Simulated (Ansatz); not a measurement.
BaAs in Ansatz: convergence with k mesh

Input of the first run (k mesh 2 × 2 × 2); the others differ in this setting and in those tied to it:

File input.yaml:

```yaml
crystal:
  lattice:
    - [4.02458559, 0.0, 0.0]
    - [0.0, 4.02458559, 0.0]
    - [0.0, 0.0, 4.02458559]
  atoms:
    - { symbol: Ba, position: [0.0, 0.0, 0.0] }
    - { symbol: As, position: [0.5, 0.5, 0.5] }
hamiltonian:
  xc: pbesol
  pseudopotentials: { kind: paw_fr }
magnetization:
  noncollinear: true
  spin_orbit: true
kpoints:
  mp_grid: { grid: [2, 2, 2] }
scf:
  occupations: { method: gaussian, width: 0.05 }
output:
  forces: true
  stress: true
  eigenvalues: true
```

Potentials or basis: Ansatz PAW.

The run is started by

```sh
$ ansatz run input.yaml --threads 2 --pin off --max-ram 5632MiB --backend cpu --events-out ev --progress --plain --runs-dir out
```

The cell was built by a generator and needn't be a form met in nature.

Hardware: 2 threads of Arm Neoverse V2, on a shared host.

Task: The values tried are 2 × 2 × 2, 3 × 3 × 3, 4 × 4 × 4, 5 × 5 × 5, 6 × 6 × 6, 8 × 8 × 8, 9 × 9 × 9, 11 × 11 × 11, loosest first. From which on does the energy stay within 1 meV/atom of the tightest run that finished?

Result: From 9 × 9 × 9 on.

```csv
k mesh,"energy less the tightest run, at zero smearing (meV/atom)",pressure (GPa),SCF cycles,CPU time (s),peak memory (GiB)
2 × 2 × 2,256.06,-0.71,9,2.6,0.43
3 × 3 × 3,-17.54,-2.11,8,2.4,0.43
4 × 4 × 4,-34.38,-2.16,9,4.6,0.47
5 × 5 × 5,-34.51,-2.20,8,4.3,0.47
6 × 6 × 6,-21.89,-2.30,8,7.6,0.5
8 × 8 × 8,1.42,-2.37,8,13,0.54
9 × 9 × 9,0.16,-2.38,7,12,0.53
11 × 11 × 11,0.00,-2.35,8,19,0.58
```

Against the tightest run, the pressure stays within 0.1 GPa from 6 × 6 × 6 on. Meshes of other sizes hit other points, so gaps and Fermi surfaces needn't settle smoothly. The tightest run that finished is the yardstick and may itself not be fully converged.

Caveat, for the tightest run too: the PAW data sets come from PBE, with cores solved anew for the run's functional, which leaves a small shift of forces and pressure.
